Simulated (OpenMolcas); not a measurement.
# A OpenMolcas job on BH2TeCl (SMILES ClB[TeH])

Aim: the energy of BH2TeCl.

The calculation is run with OpenMolcas 26.06.

3 further runs of the same task are left out: 1 for a known fault of the program, 2 set aside as unsound or not needed.

## (1) The molecule

BH2TeCl: 5 atoms, total charge 0, spin state singlet. As SMILES, `ClB[TeH]`. Geometry: a GFN2-xTB relaxation, a rough one for these elements and not checked as a minimum. This is one conformer, not always the lowest.

Bond lengths: Cl1–B2 1.705 Å, B2–Te3 2.112 Å, B2–H4 1.168 Å, Te3–H5 1.640 Å. Angles: Cl1–B2–Te3 119.2°, Cl1–B2–H4 118.1°, Te3–B2–H4 122.7°, B2–Te3–H5 94.0°.

## (2) The run

Contents of struct.xyz:

```xyz
4

Cl    -1.063660    -1.895100    -0.441080
B     -0.487640    -0.305390    -0.225700
Te     1.395130    -0.006160     0.683590
H     -1.158950     0.577980    -0.592230
H      1.315120     1.628660     0.575410
```

Contents of mol.inp:

```
* BClH2Te SOS-MP2

&GATEWAY
  BasLib=$CurrDir
  Coord=struct.xyz
  Basis=def2-TZVPPD
  Group=NoSym

&SEWARD
  Low

&SCF
  PrOrbitals=1 1

&MBPT2
  SOSMP2
  Frozen=10
```

The basis set def2-TZVPPD is read from a file made from the Basis Set Exchange's data (not shown).

Launch:

```console
$ export MOLCAS_MEM=1860
$ pymolcas mol.inp > mol.log
```

The log of the run:

```text
--- Start Module: gateway ---

                                              &GATEWAY

                       available to each process: 1.9 GB of memory, 1 thread

 Basis Set     1 Label: CL.DEF2-TZVPPD
 Basis set is read from library:.
 basistype.tbl is not found

 Basis Set     2 Label: B.DEF2-TZVPPD
 Basis set is read from library:.
 basistype.tbl is not found

 Basis Set     3 Label: TE.DEF2-TZVPPD
 Basis set is read from library:.
 basistype.tbl is not found

 Basis Set     4 Label: H.DEF2-TZVPPD
 Basis set is read from library:.
 basistype.tbl is not found

++    Symmetry information:
      ---------------------

                    Character Table for C1

                             E
                    a        1  x, y, xy, Rz, z, xz, Ry, yz, Rx, I
--

++    Basis set information:
      ----------------------

      Basis set label: CL.DEF2-TZVPPD.........

      Electronic valence basis set:
      ------------------
      Associated Effective Charge  17.000000 au
      Associated Actual Charge     17.000000 au
      Nuclear Model: Point charge

      Shell  nPrim  nBasis  Cartesian Spherical Contaminant
         s      15       6        X
         p      10       6        X
         d       4       4                 X
         f       1       1                 X

      Basis set label: B.DEF2-TZVPPD.........

[... 110 lines left out ...]
                   Integrals are discarded if absolute value <: 1.00E-40
                   Integral cutoff threshold is set to       <: 1.00E-40

            Nuclear Potential Energy            132.16395872 au

      Basis set specifications :
      Symmetry species         a
      Basis functions          164

--- Stop Module: seward /rc=_RC_ALL_IS_WELL_ ---
--- Module seward spent 7 seconds ---

--- Start Module: scf ---

                                                &SCF

                       available to each process: 1.9 GB of memory, 1 thread

++    Input section:
      --------------

      Header of the integral files:

      Cartesian coordinates in angstrom:
      -----------------------------------------------------
      No.  Label        X            Y            Z
      -----------------------------------------------------
       1   CL1       -1.06366000  -1.89510000  -0.44108000
       2   B2        -0.48764000  -0.30539000  -0.22570000
       3   TE3        1.39513000  -0.00616000   0.68359000
       4   H4        -1.15895000   0.57798000  -0.59223000
      -----------------------------------------------------
      Nuclear repulsion energy =  132.16395872
--

++    Orbital specifications:
      -----------------------

      Symmetry species               1
                                     a
      Frozen orbitals                0
 WrInp: Error in definition of molecular charge!
 Current implementation only allows double occupations.
 Tot_Charge    :   0.0000000000000000
 Tot_El_Charge :  -47.000000000000000
 Tot_Nuc_Charge:   47.000000000000000

--- Stop Module: scf /rc=-6 ---

.########################.
.# Non-zero return code #.
.########################.

    Timing: Wall=7.84 User=7.28 System=0.43
```

It took 8.1 s on 1 thread of Arm Neoverse V2, shared host.

## (3) Diagnosis

The run ended with an error.

The telling line is `WrInp: Error in definition of molecular charge`. What is wrong: an atom count or index doesn't match the structure.
